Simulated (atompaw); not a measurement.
**A PAW (atompaw) potential for hydrogen, from input to tests**

Do these settings give a usable potential? It is generated, then checked for scattering, ghosts and hardness.

Program: atompaw 4.2.0.5. Reference atom: PBE, scalar-relativistic, spherical and spin-unpolarised. All values are calculated.

## (1) The atom and the settings

Typed settings, in words:

* element: hydrogen (H, Z = 1)
* type: PAW
* frozen core: none
* valence charge: 1
* reference configuration: 1s1
* partial waves: 1s (bound): rc 1.25 bohr; 1s channel at 0.05 Ry: rc 1.25 bohr; 2p channel at 0.15 Ry: rc 1.05 bohr
* local potential: bessel scheme, radius 0.95 bohr
* core correction: not asked for
* augmentation charge: sinc compensation charge, radius 1.00 bohr; PAW radius 1.25 bohr; waves and projectors: custom rrkj gramschmidtortho

An earlier all-electron run gives the scale for the radii.

All-electron outer shells of the reference configuration (PBE, scalar-relativistic, ld1.x):

```
shell  level (eV)  outermost node (bohr)  outermost maximum (bohr)
   1s       -6.49                      –                      1.03
```

## (2) Generation

Contents of H.input:

```
H 1
GGA-PBE scalarrelativistic loggrid 1500 logderivrange -2 5 176
1 0 0 0 0 0
1 0 1
0 0 0
v
1
1.25 1.00 0.95 0.95
y
0.05
n
y
0.15
n
custom rrkj gramschmidtortho sinc
bessel
1.25
1.25
1.05
PWSCFOUT
UPFDX 0.0125d0 UPFXMIN -7.d0 UPFZMESH 1.d0
END
```

Launch:

```sh
atompaw < H.input > H.log
```

What does the calculation give? Wanted: cutoffs for 10 and 1 mRy, occupied levels; bound ghosts; largest phase difference near zero energy, channels read; lowest eigenvalue of the overlap; share of valence orbitals outside the PAW sphere; UPF file.

**Answer**, as computed:

```
                                                quantity            value
               cutoffs for 10 and 1 mRy, occupied levels  15 Ry and 25 Ry
                                            bound ghosts       none found
largest phase difference near zero energy, channels read        0.000 rad
         lowest eigenvalue of the overlap (Bessel basis)        0.955 (p)
        share of valence orbitals outside the PAW sphere          1s 58 %
                                                UPF file          written
```

**Reading.** By its cutoff, 15 Ry for the looser tolerance, it is soft on the atom at that tolerance. The Bessel-basis test finds no level below the valence levels. Near zero energy the phases of the channels with partial waves agree within 0.001 rad. All of this concerns the isolated atom, not yet a solid.
